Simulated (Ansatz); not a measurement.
# U-r2SCAN0/cc-pVDZ run of GaSiH4O (SMILES [SiH3][O][GaH])

Aim: the vertical ionisation energy of GaSiH4O at U-r2SCAN0/cc-pVDZ, from 2 runs. 

The results are computed with Ansatz 0.2.0.

72 further runs of the same task are left out: 72 set aside as unsound or not needed.

## 1. The molecule

GaSiH4O has 7 atoms, charge 0, and is taken as a doublet. As SMILES, `[SiH3][O][GaH]`. The coordinates come from a PBE0-D4/def2-TZVP relaxation. This is one conformer, not always the lowest.

Bond lengths: Si1–O2 1.632 Å, O2–Ga3 1.793 Å, Si1–H4 1.488 Å, Si1–H5 1.491 Å, Si1–H6 1.488 Å, Ga3–H7 1.605 Å. Angles: Si1–O2–Ga3 142.9°, O2–Si1–H4 109.9°, O2–Si1–H5 111.5°, O2–Si1–H6 109.9°, O2–Ga3–H7 113.7°, H4–Si1–H5 108.4°, H4–Si1–H6 108.7°, H5–Si1–H6 108.3°.

## 2. A single-point energy at U-r2SCAN0/cc-pVDZ

Contents of job.yaml:

```yaml
crystal:
  periodic: [false, false, false]
  atoms:
    - {symbol: Si, position_ang: [-0.907100, 0.576700, -0.244500]}
    - {symbol: O, position_ang: [0.281700, -0.375400, 0.340400]}
    - {symbol: Ga, position_ang: [1.972300, -0.895800, 0.047800]}
    - {symbol: H, position_ang: [-2.099000, -0.248300, -0.578700]}
    - {symbol: H, position_ang: [-0.473700, 1.297400, -1.475800]}
    - {symbol: H, position_ang: [-1.295700, 1.586500, 0.776300]}
    - {symbol: H, position_ang: [2.521500, -1.941000, 1.134400]}
basis:
  gaussian:
    orbitals: cc-pVDZ
magnetization:
  spin_polarized: true
  initial_magnetization: 1
hamiltonian:
  xc: {name: r2SCAN0}
accuracy: high
output: {orbitals: {seedname: orbitals}}
```

Command:

```bash
$ ansatz run job.yaml --threads 1 --pin off --max-ram 3480MiB --events-out events.jsonl --progress --plain --runs-dir runs
```

What it wrote:

```text
Warning: RAYON_NUM_THREADS=1 ignored (pool sized by the plan → 1); use --threads N
Functional definition: r2SCAN0
  name "r2SCAN0"
  parameter a = 0.25
  parameter k0 = 0.174
  parameter k1 = 0.065
  parameter a1 = 4.9479
  exchange = (1 - a)*r2scan_x(k0 = k0, k1 = k1, a1 = a1) + a*exact_x
  correlation = r2scan_c
1787 factors; integrals over basis functions are off by at most 4.7e-9 eV
mean field evaluation 1: about -62359.1538 eV, gradient 3.5e1 eV
mean field evaluation 2: about -62330.8388 eV, gradient 8.6e1 eV
mean field evaluation 4: about -62363.8451 eV, gradient 1.2e0 eV
mean field evaluation 8: about -62363.9436 eV, gradient 7.9e-2 eV
mean field evaluation 16: about -62363.9437 eV, gradient 2.3e-4 eV
mean field -62363.94370725 eV, -2291.8326594423 hartree, gradient 7.4e-8 eV, S^2 0.758061; 0 other end points of the search recorded, 0 dependent functions left out
reference -62363.94371040 eV, -2291.8326595580 hartree; 29, 28 occupied and 50, 51 virtual orbitals, 1787 factors
Total energy: -62363.94371040 eV, -2291.8326595580 hartree
```

Wall time 33 s (1 thread of Arm Neoverse V1, shared host); peak memory 0.54 GiB.

## 3. The singlet cation

Contents of molecule.yaml:

```yaml
crystal:
  periodic: [false, false, false]
  atoms:
    - {symbol: Si, position_ang: [-0.907100, 0.576700, -0.244500]}
    - {symbol: O, position_ang: [0.281700, -0.375400, 0.340400]}
    - {symbol: Ga, position_ang: [1.972300, -0.895800, 0.047800]}
    - {symbol: H, position_ang: [-2.099000, -0.248300, -0.578700]}
    - {symbol: H, position_ang: [-0.473700, 1.297400, -1.475800]}
    - {symbol: H, position_ang: [-1.295700, 1.586500, 0.776300]}
    - {symbol: H, position_ang: [2.521500, -1.941000, 1.134400]}
basis:
  gaussian:
    orbitals: cc-pVDZ
total_charge: 1
hamiltonian:
  xc: {name: r2SCAN0}
accuracy: high
output: {orbitals: {seedname: orbitals}}
```

Command:

```bash
$ ansatz run molecule.yaml --threads 1 --pin off --max-ram 3480MiB --events-out events.jsonl --progress --plain --runs-dir runs
```

What it wrote, cut to the lines that bear on the results:

```text
Warning: RAYON_NUM_THREADS=1 ignored (pool sized by the plan → 1); use --threads N
[... 8 set-up lines as earlier in the session ...]
1784 factors; integrals over basis functions are off by at most 4.7e-9 eV
mean field evaluation 1: about -62341.0617 eV, gradient 8.4e1 eV
mean field evaluation 2: about -62200.7609 eV, gradient 1.9e2 eV
mean field evaluation 4: about -62355.2847 eV, gradient 4.0e0 eV
mean field evaluation 8: about -62355.4143 eV, gradient 6.6e-1 eV
mean field evaluation 16: about -62355.4158 eV, gradient 3.9e-4 eV
mean field -62355.41583019 eV, -2291.5192657406 hartree, gradient 1.8e-8 eV, S^2 0.000000; 0 other end points of the search recorded, 0 dependent functions left out
reference -62355.41583092 eV, -2291.5192657676 hartree; 28, 28 occupied and 51, 51 virtual orbitals, 1784 factors
Total energy: -62355.41583092 eV, -2291.5192657676 hartree
```

Run time: 16 s. Hardware: 1 thread of Arm Neoverse V1, shared host; peak memory 0.32 GiB.

## 4. Outcome

At U-r2SCAN0/cc-pVDZ:

| quantity | value |
| --- | --- |
| doublet GaSiH4O: total energy | -2291.83266 Eh |
| doublet GaSiH4O: HOMO energy (highest over α and β) | -6.38 eV |
| doublet GaSiH4O: LUMO energy (lowest over α and β) | -2.58 eV |
| doublet GaSiH4O: ⟨S²⟩ | 0.758 |
| singlet cation: total energy | -2291.51927 Eh |
| singlet cation: HOMO energy | -13.34 eV |
| singlet cation: LUMO energy | -10.40 eV |
| singlet cation: HOMO–LUMO gap | 2.94 eV |
| vertical ionisation energy (to the singlet cation) | 8.528 eV |

The vertical ionisation energy comes to 8.53 eV (197 kcal/mol). Only the singlet of the ionised species was computed; a triplet could lie lower.
